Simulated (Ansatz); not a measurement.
# Sn2SeS3: the cost of one run

Method: DFT PBE, scalar-relativistic, plane waves, PAW, in Ansatz 0.2.0.

### 1 The structure to begin with

It takes space group I4/mmm (No. 139, tetragonal). The conventional cell has a = 5.818 Å, b = 5.818 Å, c = 9.285 Å, α = 90.00°, β = 90.00°, γ = 90.00°. Around Sn (site symmetry mmm) lie 2 Se at 2.91 Å and 2 S at 2.91 Å. Se (site symmetry 4/mmm) has 2 S at 2.68 Å and 4 Sn at 2.91 Å in its first shell of neighbours. Around S (site symmetry 4mm) lie 1 S at 1.96 Å. S (site symmetry 4/mmm) is surrounded by 2 S at 1.96 Å and 4 Sn at 2.91 Å.

As a file:

```cif
data_structure
_symmetry_space_group_name_H-M 'I4/mmm'
_symmetry_Int_Tables_number 139
_cell_length_a 5.8175
_cell_length_b 5.8175
_cell_length_c 9.2849
_cell_angle_alpha 90.000
_cell_angle_beta 90.000
_cell_angle_gamma 90.000
_cell_volume 314.24
loop_
_atom_site_label
_atom_site_type_symbol
_atom_site_symmetry_multiplicity
_atom_site_Wyckoff_symbol
_atom_site_fract_x
_atom_site_fract_y
_atom_site_fract_z
_atom_site_occupancy
Sn1 Sn 4 c 0.00000 0.50000 0.00000 1
Se1 Se 2 b 0.50000 0.50000 0.00000 1
S1 S 4 e 0.50000 0.50000 0.28853 1
S2 S 2 a 0.00000 0.00000 0.00000 1
```

A structure generator made this guess: random cell by space group and Wyckoff sites (I4/mmm, No. 139). The dimensions are guesses.

### 2 A first look at the guess

Input file input.yaml:

```yaml
crystal:
  lattice:
    - [-2.90877365, 2.90877365, 4.64243355]
    - [2.90877365, -2.90877365, 4.64243355]
    - [2.90877365, 2.90877365, -4.64243355]
  atoms:
    - { symbol: Sn, position: [0.5, 0.0, 0.5] }
    - { symbol: Sn, position: [0.0, 0.5, 0.5] }
    - { symbol: Se, position: [0.5, 0.5, 0.0] }
    - { symbol: S, position: [0.78853055, 0.78853055, 0.0] }
    - { symbol: S, position: [0.21146945, 0.21146945, 0.0] }
    - { symbol: S, position: [0.0, 0.0, 0.0] }
basis:
  ecutwfc: 420
kpoints:
  mp_grid: { grid: [4, 4, 4] }
hamiltonian:
  xc: pbe
scf:
  occupations: { method: gaussian, width: 0.1 }
  lower_state_search: "off"
output:
  forces: true
  stress: true
  eigenvalues: true
```

Launch:

```sh
ansatz run input.yaml --threads 1 --pin off --max-ram 2560MiB --backend cpu --events-out ev --progress --plain --runs-dir out
```

What time and memory should one allow on 1 thread of Intel Xeon at 2.50GHz (Skylake/Cascade Lake), shared host?

About 11 s, with a peak of 0.47 GiB.
